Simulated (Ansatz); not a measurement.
# H: the cost of one run

Computed with Ansatz 0.2.0 (DFT r2SCAN, scalar-relativistic, plane waves, PAW, unless a step's input says otherwise).

3 further runs of the same task are left out: 3 that didn't finish.

### Step 1. Starting point

The structure is orthorhombic, space group Cmcm (No. 63). Conventional cell: a = 3.297 Å, b = 5.463 Å, c = 6.314 Å, α = 90.00°, β = 90.00°, γ = 90.00°. Around H (site symmetry m) lie 1 H at 0.74 Å.

Structure file:

```cif
data_structure
_symmetry_space_group_name_H-M 'Cmcm'
_symmetry_Int_Tables_number 63
_cell_length_a 3.2971
_cell_length_b 5.4634
_cell_length_c 6.3138
_cell_angle_alpha 90.000
_cell_angle_beta 90.000
_cell_angle_gamma 90.000
_cell_volume 113.73
loop_
_atom_site_label
_atom_site_type_symbol
_atom_site_symmetry_multiplicity
_atom_site_Wyckoff_symbol
_atom_site_fract_x
_atom_site_fract_y
_atom_site_fract_z
_atom_site_occupancy
H1 H 8 f 0.50000 0.93219 0.99951 1
```

Source of the structure: the Materials Project (structure only).

### Step 2. Probe: one point at the start

File input.yaml:

```yaml
crystal:
  lattice:
    - [1.64853186, -2.73168823, 0.0]
    - [1.64853186, 2.73168823, 0.0]
    - [0.0, 0.0, 6.31376862]
  atoms:
    - { symbol: H, position: [0.5678085, 0.4321915, 0.99951495] }
    - { symbol: H, position: [0.4321915, 0.5678085, 0.00048505] }
    - { symbol: H, position: [0.4321915, 0.5678085, 0.49951495] }
    - { symbol: H, position: [0.5678085, 0.4321915, 0.50048505] }
basis:
  ecutwfc: 500
kpoints:
  mp_grid: { grid: [6, 6, 4] }
hamiltonian:
  xc: r2scan
scf:
  occupations: { method: gaussian, width: 0.1 }
output:
  forces: true
  stress: true
  eigenvalues: true
```

Run with:

```bash
> ansatz run input.yaml --threads 1 --pin off --max-ram 1536MiB --backend cpu --events-out ev --progress --plain --runs-dir out
```

**Question.** How long does this run take on 1 thread of Intel Xeon 6975P-C (Granite Rapids), shared host, and how much memory does it need?

About 1.1 s, with a peak of 0.34 GiB.
